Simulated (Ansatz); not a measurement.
Program: Ansatz.

The input (input.yaml):

```yaml
crystal:
  lattice:
    - [9.00758, 0.0, 0.0]
    - [0.0, 9.07368, 0.0]
    - [0.0, 0.0, 12.629561]
  atoms:
    - { symbol: Mg, position: [0.06625248, 0.4029458, 0.54666794] }
    - { symbol: Mg, position: [0.24092453, 0.01142397, 0.23592951] }
    - { symbol: Mg, position: [0.049722, 0.66623366, 0.38451599] }
    - { symbol: Mg, position: [0.48951122, 0.45834626, 0.14187669] }
    - { symbol: Te, position: [0.26157749, 0.25835643, 0.06071852] }
    - { symbol: Te, position: [0.01760362, -0.03184591, 0.3744979] }
    - { symbol: Te, position: [0.25380321, 0.69052595, 0.18016388] }
    - { symbol: S, position: [-0.04329073, 0.41649459, 0.35964499] }
    - { symbol: Mg, position: [0.02568725, 0.42262268, 0.97696895] }
    - { symbol: Mg, position: [0.20785274, 0.04302495, 0.8642933] }
    - { symbol: Mg, position: [-0.00685584, 0.77683736, 1.048227] }
    - { symbol: Mg, position: [0.32682208, 0.62524049, 0.74212604] }
    - { symbol: Te, position: [0.16910265, 0.29183853, 0.75841494] }
    - { symbol: Te, position: [-0.09346545, 0.04174526, 0.96448133] }
    - { symbol: Te, position: [0.28650681, 0.62511643, 0.53659793] }
    - { symbol: S, position: [-0.04207276, 0.63639026, 0.89084031] }
    - { symbol: Mg, position: [0.5539556, 0.25870918, 0.49007753] }
    - { symbol: Mg, position: [0.78909, 0.12104519, 0.26708212] }
    - { symbol: Mg, position: [0.49379452, 0.72004851, 0.36886074] }
    - { symbol: Mg, position: [0.80611308, 0.52180645, 0.2376458] }
    - { symbol: Te, position: [0.74724448, 0.32284524, 0.08853394] }
    - { symbol: Te, position: [0.52520391, 0.01444705, 0.34902662] }
    - { symbol: Te, position: [0.72837229, 0.80753025, 0.17294721] }
    - { symbol: S, position: [0.56612937, 0.463719, 0.33204133] }
    - { symbol: Mg, position: [0.4705022, 0.2796881, 0.85474977] }
    - { symbol: Mg, position: [0.86699383, -0.10485113, 0.77980276] }
    - { symbol: Mg, position: [0.66405209, 0.732049, 0.96653279] }
    - { symbol: Mg, position: [0.71833306, 0.51136767, 0.73004408] }
    - { symbol: Te, position: [0.6668487, 0.22074598, 0.67896805] }
    - { symbol: Te, position: [0.46978011, -0.06389041, 0.83380148] }
    - { symbol: Te, position: [0.81868572, 0.72682741, 0.60209826] }
    - { symbol: S, position: [0.53296192, 0.52599076, 0.84605164] }
basis:
  ecutwfc: 420.0
kpoints:
  mp_grid: { grid: [1, 1, 1] }
hamiltonian:
  xc: pbesol
scf:
  occupations: { method: fermi_dirac, width: 0.05 }
  lower_state_search: "off"
  max_iter: 84
md:
  timestep: 2
  n_steps: 25
  ensemble: nvt_langevin
  temperature: 1950.0
  initial_velocities: maxwell_boltzmann
  seed: 308508
  friction: 0.5
  masses: [{ species: Mg, mass: 0.0 }]
```

Command:

```bash
$ ansatz run input.yaml --threads 4 --pin off --max-ram 10240MiB --backend cpu --events-out ev --progress --plain --runs-dir out
```

**Question.** Does this input run?

**Answer.** The input was rejected before any iteration.

```
Error: invalid value for `md.masses[].mass`: must be finite and > 0; got 0 u
```
